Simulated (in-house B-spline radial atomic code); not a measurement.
# Er²⁶⁺: binding energies from hole states

Aim: binding energies of the shells of Er²⁶⁺, from runs with electrons taken out, set against the orbital energies of the parent.

Program: in-house B-spline radial atomic code version 1. Level of theory: Dirac-Hartree-Fock, average of configuration, Fermi nucleus, basis-set limit. These are calculated values, not measurements, unless marked.

### Step 1. What is computed

- element: erbium (Z = 68)
- charge: +26
- electrons: 42
- configuration: [Kr] 4d6
- Hamiltonian: Dirac-Coulomb
- nucleus: Fermi, rms radius 5.252 fm

The outer shells:

[Kr] 4d6
```
[Kr] core
4d [↑↓][↑ ][↑ ][↑ ][↑ ]
```

The boxes draw the filling by Hund's rule, which heavy ions in jj coupling don't follow; these runs average over all states of the configuration.

Settings, as recorded:

```ini
Z = 68
electrons = 42.0
configuration = [Kr] 4d6
hamiltonian = dirac
method = hf
spin_polarised = False
nucleus = fermi
rms_radius = 5.2516
mass_number = 166
atomic_mass = 165.930301067
speed_of_light = 137.035999084
```

From the earlier run of the reference: total energy -12782.412869 hartree. Levels, eight at most:

| orbital | occupation | energy (eV) | <r> (bohr) |
| --- | --- | --- | --- |
| 3p3/2 | 4 | -2709.24 | 0.2261 |
| 3d3/2 | 4 | -2349.10 | 0.1996 |
| 3d5/2 | 6 | -2306.25 | 0.2037 |
| 4s1/2 | 2 | -1249.36 | 0.4751 |
| 4p1/2 | 2 | -1156.36 | 0.4771 |
| 4p3/2 | 4 | -1101.97 | 0.4985 |
| 4d3/2 | 2.4 | -956.16 | 0.4978 |
| 4d5/2 | 3.6 | -945.14 | 0.5043 |

### Step 2. The 1s hole

Settings, as recorded:

```ini
Z = 68
electrons = 41.0
configuration = 1s1 2s2 2p6 3s2 3p6 3d10 4s2 4p6 4d6
hamiltonian = dirac
method = hf
spin_polarised = False
nucleus = fermi
rms_radius = 5.2516
mass_number = 166
atomic_mass = 165.930301067
speed_of_light = 137.035999084
```

### Step 3. The 2s hole

Changes to the settings of step 2:

```diff
@@ -2,3 +2,3 @@
 electrons = 41.0
-configuration = 1s1 2s2 2p6 3s2 3p6 3d10 4s2 4p6 4d6
+configuration = 1s2 2s1 2p6 3s2 3p6 3d10 4s2 4p6 4d6
 hamiltonian = dirac
```

### Step 4. The 2p1/2 hole

In configurations, a minus sign after the shell means j = l − 1/2 and a plus sign j = l + 1/2; the count of electrons follows.

Changes to the settings of step 3:

```diff
@@ -2,3 +2,3 @@
 electrons = 41.0
-configuration = 1s2 2s1 2p6 3s2 3p6 3d10 4s2 4p6 4d6
+configuration = 1s2 2s2 2p-1 2p+4 3s2 3p6 3d10 4s2 4p6 4d6
 hamiltonian = dirac
```

### Step 5. The 2p3/2 hole

Changes to the settings of step 4:

```diff
@@ -2,3 +2,3 @@
 electrons = 41.0
-configuration = 1s2 2s2 2p-1 2p+4 3s2 3p6 3d10 4s2 4p6 4d6
+configuration = 1s2 2s2 2p-2 2p+3 3s2 3p6 3d10 4s2 4p6 4d6
 hamiltonian = dirac
```

### Step 6. The 3s hole

Changes to the settings of step 5:

```diff
@@ -2,3 +2,3 @@
 electrons = 41.0
-configuration = 1s2 2s2 2p-2 2p+3 3s2 3p6 3d10 4s2 4p6 4d6
+configuration = 1s2 2s2 2p6 3s1 3p6 3d10 4s2 4p6 4d6
 hamiltonian = dirac
```

### Step 7. The 3p1/2 hole

Changes to the settings of step 6:

```diff
@@ -2,3 +2,3 @@
 electrons = 41.0
-configuration = 1s2 2s2 2p6 3s1 3p6 3d10 4s2 4p6 4d6
+configuration = 1s2 2s2 2p6 3s2 3p-1 3p+4 3d10 4s2 4p6 4d6
 hamiltonian = dirac
```

### Step 8. The 3p3/2 hole

Changes to the settings of step 7:

```diff
@@ -2,3 +2,3 @@
 electrons = 41.0
-configuration = 1s2 2s2 2p6 3s2 3p-1 3p+4 3d10 4s2 4p6 4d6
+configuration = 1s2 2s2 2p6 3s2 3p-2 3p+3 3d10 4s2 4p6 4d6
 hamiltonian = dirac
```

**Question.** What does each hole state cost in eV, and how does that compare with the orbital energies or single holes?

The runs gave:

| hole | ΔSCF (eV) | with Breit, QED, recoil (eV) | −ε of the parent (eV) | −ε less ΔSCF (eV) |
| --- | --- | --- | --- | --- |
| 1s | 58637.5 | 58373.3 | 58699.4 | 61.95 |
| 2s | 10685.3 | 10653.7 | 10713.2 | 27.90 |
| 2p1/2 | 10190.3 | 10159.5 | 10222.4 | 32.10 |
| 2p3/2 | 9274.09 | 9253.47 | 9303.73 | 29.64 |
| 3s | 3113.79 | 3107.42 | 3122.04 | 8.25 |
| 3p1/2 | 2898.96 | 2893.13 | 2907.95 | 8.99 |
| 3p3/2 | 2701.08 | 2697.40 | 2709.24 | 8.16 |

Relaxation of the remaining electrons brings each binding energy under −ε, by 62.0 eV for 1s and 8.16 eV for 3p3/2. The difference of the 1s and 2p3/2 holes gives a Kα1 line at 49119.9 eV for this charge state (with Breit, QED and recoil). The spin-orbit splitting of the 2p hole is 905.99 eV with those corrections. Values are for the free ion, measured from the vacuum level.
